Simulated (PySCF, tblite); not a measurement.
**C6H9N2O+: a rotation path, then NMR shifts on frames, part 1 of 2**

How do NMR shifts of C6H9N2O+ (`COC[n+]1ccncc1`) change as the atoms move?

The runs use tblite 0.8.0 and PySCF 2.14.0, with density-fitted response routines of our own; the level of theory stands in each step. All values are computed, except where a source is named. Atoms are numbered from 0 throughout.

### 1 Starting geometry

18 atoms, charge 1, multiplicity 1; geometry from: GFN2-xTB.

Bonds of the start (Å): C0–O1 1.42, O1–C2 1.38, C2–N3 1.46, N3–C4 1.33, C4–C5 1.39, C5–N6 1.32, N6–C7 1.32, C7–C8 1.39, C8–N3 1.34, C0–H9 1.09, C0–H10 1.09, C0–H11 1.09, C2–H12 1.11, C2–H13 1.11, C4–H14 1.08, C5–H15 1.08, C7–H16 1.08, C8–H17 1.08.

### 2 A band between two rotamers with GFN2-xTB

What the job is given:

```
{"job": {"kind": "neb", "xc": "GFN2-xTB", "basis": "xTB", "atoms": [3, 2, 1, 0], "turn": 120}, "charge": 1, "multiplicity": 1}
C     -3.046476     0.565965     0.001669
O     -1.633723     0.689787     0.111419
C     -0.940122    -0.378340    -0.424233
N      0.483862    -0.214322    -0.135839
C      0.924135     0.870262     0.504412
C      2.288023     0.988565     0.764791
N      3.152222     0.069180     0.391209
C      2.697995    -0.994177    -0.247832
C      1.348976    -1.162204    -0.522443
H     -3.402769    -0.315855     0.540363
H     -3.355315     0.509320    -1.044869
H     -3.456057     1.463825     0.455960
H     -1.061844    -0.437740    -1.522076
H     -1.270560    -1.339409     0.011013
H      0.190262     1.608578     0.792544
H      2.681872     1.848709     1.288671
H      3.426502    -1.735062    -0.547003
H      0.964257    -2.030765    -1.036079
```

With the program's defaults for keys left out, this is: GFN2-xTB climbing-image nudged elastic band, gas phase.

Launch:

```sh
$ OMP_NUM_THREADS=1 python probes_run.py task.json out
```

This one command runs all jobs of the session in turn.

The program printed:

```text
image   E - E0 / eV
  0       0.0000
  1       0.0062
  2       0.0142
  3       0.0184
  4       0.0128
  5      -0.0029
  6      -0.0218
  7      -0.0304
  8      -0.0481
```

Wall time 3.6 s (1 thread of Arm Neoverse V1, shared host); peak memory 0.18 GiB.

The final band, with the dihedral N3–C2–O1–C0:

```tsv
image	dihedral (°)	energy (eV)	energy (kcal/mol)
0	-174	0.000	0.0
1	-163	0.006	0.1
2	-152	0.014	0.3
3	-140	0.018	0.4
4	-128	0.013	0.3
5	-116	-0.003	-0.1
6	-104	-0.022	-0.5
7	-92	-0.030	-0.7
8	-89	-0.048	-1.1
```

### 3 Nuclear shieldings: image 0, PBE0/pcSseg-1

What the job is given:

```
{"job": {"kind": "nmr", "xc": "PBE0", "basis": "pcSseg-1", "pop": false}, "charge": 1, "multiplicity": 1}
C     -3.046500     0.566000     0.001700
O     -1.633700     0.689800     0.111400
C     -0.940100    -0.378300    -0.424200
N      0.483900    -0.214300    -0.135800
C      0.924100     0.870300     0.504400
C      2.288000     0.988600     0.764800
N      3.152200     0.069200     0.391200
C      2.698000    -0.994200    -0.247800
C      1.349000    -1.162200    -0.522400
H     -3.402800    -0.315900     0.540400
H     -3.355300     0.509300    -1.044900
H     -3.456100     1.463800     0.456000
H     -1.061800    -0.437700    -1.522100
H     -1.270600    -1.339400     0.011000
H      0.190300     1.608600     0.792500
H      2.681900     1.848700     1.288700
H      3.426500    -1.735100    -0.547000
H      0.964300    -2.030800    -1.036100
```

Method: GIAO PBE0/pcSseg-1 NMR shielding, non-relativistic, gas phase.

The program printed:

```text
coarse grid: 15312 points
cycle   1  E = -417.8108935764  dE =  1.967e+00  |g| = 6.626e-01  |ddm| = 3.817e+00
cycle   2  E = -417.6256794613  dE =  1.852e-01  |g| = 1.163e+00  |ddm| = 1.508e+00
cycle   3  E = -417.9027108128  dE = -2.770e-01  |g| = 1.113e-01  |ddm| = 9.624e-01
cycle   4  E = -417.9040080068  dE = -1.297e-03  |g| = 7.956e-02  |ddm| = 1.388e-01
cycle   5  E = -417.9054395835  dE = -1.432e-03  |g| = 1.342e-02  |ddm| = 8.032e-02
cycle   6  E = -417.9054744886  dE = -3.491e-05  |g| = 3.505e-03  |ddm| = 1.218e-02
cycle   7  E = -417.9054771401  dE = -2.652e-06  |g| = 9.659e-04  |ddm| = 3.105e-03
final grid: 148792 points
cycle   8  E = -417.9660097269  dE = -3.918e-05  |g| = 1.124e-02  |ddm| = 3.271e-02
cycle   9  E = -417.9659907316  dE =  1.900e-05  |g| = 1.542e-02  |ddm| = 1.667e-02
cycle  10  E = -417.9660343277  dE = -4.360e-05  |g| = 1.929e-03  |ddm| = 1.016e-02
cycle  11  E = -417.9660351787  dE = -8.509e-07  |g| = 3.281e-04  |ddm| = 1.749e-03
cycle  12  E = -417.9660351986  dE = -1.990e-08  |g| = 1.884e-04  |ddm| = 4.168e-04
cycle  13  E = -417.9660352077  dE = -9.139e-09  |g| = 2.670e-05  |ddm| = 1.676e-04
cycle  14  E = -417.9660352078  dE = -1.454e-10  |g| = 1.053e-05  |ddm| = 2.566e-05
converged SCF energy = -417.9660352078

GIAO shielding tensors (ppm)
atom      isotropic    diamagn.    paramagn.     s11        s22        s33       span
  0 C      126.143     242.211    -116.068     93.125     99.908    185.397     92.272
  1 O      305.517     402.220     -96.703    268.273    293.903    354.373     86.100
  2 C       99.356     245.830    -146.474     75.887     87.072    135.109     59.223
  3 N       14.072     336.928    -322.856   -137.695    -32.452    212.365    350.060
  4 C       50.654     255.154    -204.500    -34.555     13.044    173.474    208.028
  5 C       24.844     253.218    -228.375    -85.518      7.931    152.119    237.637
  6 N     -170.033     325.861    -495.894   -618.629   -214.907    323.436    942.066
  7 C       27.648     251.954    -224.307    -81.596     12.082    152.457    234.053
  8 C       53.127     254.666    -201.539    -29.356     30.838    157.900    187.255
  9 H       27.707      27.465       0.242     24.138     24.895     34.088      9.950
 10 H       27.645      26.990       0.656     24.072     24.731     34.132     10.060
 11 H       26.891      27.087      -0.195     22.706     24.834     33.134     10.429
 12 H       25.708      31.042      -5.334     20.951     26.244     29.928      8.977
 13 H       25.901      31.572      -5.672     21.071     26.662     29.969      8.897
 14 H       22.551      32.928     -10.378     16.353     21.454     29.844     13.491
 15 H       21.372      27.846      -6.474     17.880     20.349     25.886      8.006
 16 H       21.471      26.678      -5.207     18.052     20.593     25.769      7.717
 17 H       23.463      30.761      -7.298     18.898     22.666     28.826      9.928
```

Run time: 28 s. Hardware: 1 thread of Arm Neoverse V1, shared host; peak memory 0.86 GiB.

Shifts follow as δ = σ(reference) − σ, with reference shieldings (ppm) from runs at the same level and on the same kind of geometry: ¹H TMS 31.72, ¹³C TMS 186.9, ¹⁵N NH3 267.7, ¹⁷O H2O 336.1. The references are single molecules in the gas phase, so shifts against H2O, NH3, PH3, H3PO4 or CFCl3 are not on the usual liquid scales and can be off by tens of ppm. Each atom is listed at this fixed geometry, with no averaging over motion; a spectrum would average atoms that exchange fast.

```tsv
atoms	environment	σ (ppm)	δ (ppm)
C5	aromatic CH next to a ring nitrogen	24.8	162.1
C7	aromatic CH next to a ring nitrogen	27.6	159.3
C4	aromatic CH next to a ring nitrogen	50.7	136.3
C8	aromatic CH next to a ring nitrogen	53.1	133.8
C2	sp3 CH2 bonded to N and O	99.4	87.6
C0	methyl carbon bonded to O	126.1	60.8
H15	hydrogen on an aromatic CH next to a ring nitrogen	21.37	10.35
H16	hydrogen on an aromatic CH next to a ring nitrogen	21.47	10.25
H14	hydrogen on an aromatic CH next to a ring nitrogen	22.55	9.17
H17	hydrogen on an aromatic CH next to a ring nitrogen	23.46	8.25
H12	hydrogen on an sp3 CH2 bonded to N and O	25.71	6.01
H13	hydrogen on an sp3 CH2 bonded to N and O	25.90	5.82
H11	hydrogen on a methyl carbon bonded to O	26.89	4.83
H10	hydrogen on a methyl carbon bonded to O	27.65	4.07
H9	hydrogen on a methyl carbon bonded to O	27.71	4.01
O1	ether oxygen	305.5	30.6
N6	pyridine-type ring nitrogen	-170.0	437.8
N3	cationic ring nitrogen	14.1	253.7
```

Ring of atoms N3, C4, C5, N6, C7, C8: NICS(0) -6.8, NICS(1) -10.9, NICS(1)zz -27.3 ppm (means of both faces).

### 4 NMR shieldings: image 1, PBE0/pcSseg-1

What the job is given:

```
{"job": {"kind": "nmr", "xc": "PBE0", "basis": "pcSseg-1", "pop": false}, "charge": 1, "multiplicity": 1}
C     -3.037800     0.536300     0.063700
O     -1.630600     0.737300     0.002900
C     -0.931600    -0.327900    -0.530500
N      0.484500    -0.191700    -0.182900
C      0.922000     0.888100     0.466800
C      2.276100     0.979500     0.783400
N      3.133700     0.034500     0.461700
C      2.682800    -1.023800    -0.187900
C      1.344800    -1.159600    -0.528000
H     -3.282000    -0.305300     0.717200
H     -3.454400     0.363300    -0.931000
H     -3.446800     1.453400     0.478600
H     -1.005500    -0.357800    -1.633600
H     -1.290300    -1.293400    -0.131300
H      0.191700     1.640800     0.725500
H      2.665500     1.837700     1.313400
H      3.404100    -1.786600    -0.445800
H      0.965000    -2.018600    -1.060600
```

Method: GIAO PBE0/pcSseg-1 NMR shielding, non-relativistic, gas phase.

The program printed:

```text
coarse grid: 15312 points
cycle   1  E = -417.8112682018  dE =  1.964e+00  |g| = 6.628e-01  |ddm| = 3.817e+00
cycle   2  E = -417.6248360281  dE =  1.864e-01  |g| = 1.166e+00  |ddm| = 1.519e+00
cycle   3  E = -417.9030821671  dE = -2.782e-01  |g| = 1.111e-01  |ddm| = 9.703e-01
cycle   4  E = -417.9043655041  dE = -1.283e-03  |g| = 7.957e-02  |ddm| = 1.383e-01
cycle   5  E = -417.9057973310  dE = -1.432e-03  |g| = 1.345e-02  |ddm| = 8.029e-02
cycle   6  E = -417.9058324359  dE = -3.510e-05  |g| = 3.502e-03  |ddm| = 1.224e-02
cycle   7  E = -417.9058350847  dE = -2.649e-06  |g| = 9.546e-04  |ddm| = 3.083e-03
final grid: 148792 points
cycle   8  E = -417.9658319910  dE = -4.061e-05  |g| = 1.110e-02  |ddm| = 3.293e-02
cycle   9  E = -417.9658137321  dE =  1.826e-05  |g| = 1.519e-02  |ddm| = 1.648e-02
cycle  10  E = -417.9658560113  dE = -4.228e-05  |g| = 1.907e-03  |ddm| = 1.004e-02
cycle  11  E = -417.9658568378  dE = -8.265e-07  |g| = 3.214e-04  |ddm| = 1.726e-03
cycle  12  E = -417.9658568563  dE = -1.852e-08  |g| = 1.895e-04  |ddm| = 4.099e-04
cycle  13  E = -417.9658568656  dE = -9.300e-09  |g| = 2.688e-05  |ddm| = 1.699e-04
cycle  14  E = -417.9658568657  dE = -1.538e-10  |g| = 1.036e-05  |ddm| = 2.682e-05
converged SCF energy = -417.9658568657

GIAO shielding tensors (ppm)
atom      isotropic    diamagn.    paramagn.     s11        s22        s33       span
  0 C      125.474     242.496    -117.023     90.744    100.627    185.050     94.307
  1 O      307.424     401.906     -94.482    265.414    301.900    354.958     89.543
  2 C       99.114     245.772    -146.659     75.026     87.692    134.624     59.598
  3 N       13.213     336.968    -323.754   -138.101    -34.537    212.278    350.379
  4 C       50.640     255.203    -204.563    -34.666     12.971    173.616    208.282
  5 C       24.848     253.257    -228.409    -85.511      7.967    152.088    237.599
  6 N     -169.732     325.884    -495.616   -617.839   -214.705    323.348    941.187
  7 C       27.638     252.010    -224.372    -81.550     12.033    152.432    233.982
  8 C       53.099     254.681    -201.582    -29.592     31.018    157.870    187.462
  9 H       27.751      27.968      -0.217     24.163     25.063     34.028      9.865
 10 H       27.597      26.764       0.833     23.949     24.684     34.156     10.207
 11 H       26.915      27.127      -0.212     22.749     24.807     33.189     10.439
 12 H       25.548      30.609      -5.061     20.683     26.052     29.909      9.227
 13 H       26.028      31.834      -5.806     21.065     27.120     29.899      8.835
 14 H       22.544      32.920     -10.376     16.410     21.391     29.832     13.422
 15 H       21.373      27.874      -6.502     17.885     20.341     25.892      8.007
 16 H       21.483      26.708      -5.225     18.065     20.595     25.789      7.724
 17 H       23.477      30.787      -7.309     18.927     22.653     28.853      9.926
```

Run time: 29 s. Hardware: 1 thread of Arm Neoverse V1, shared host; peak memory 0.88 GiB.

Key values: δ C5 162.1, C7 159.3, C4 136.3, C8 133.8, H15 10.34, H16 10.23 ppm.

(Continued in part 2 of 2.)
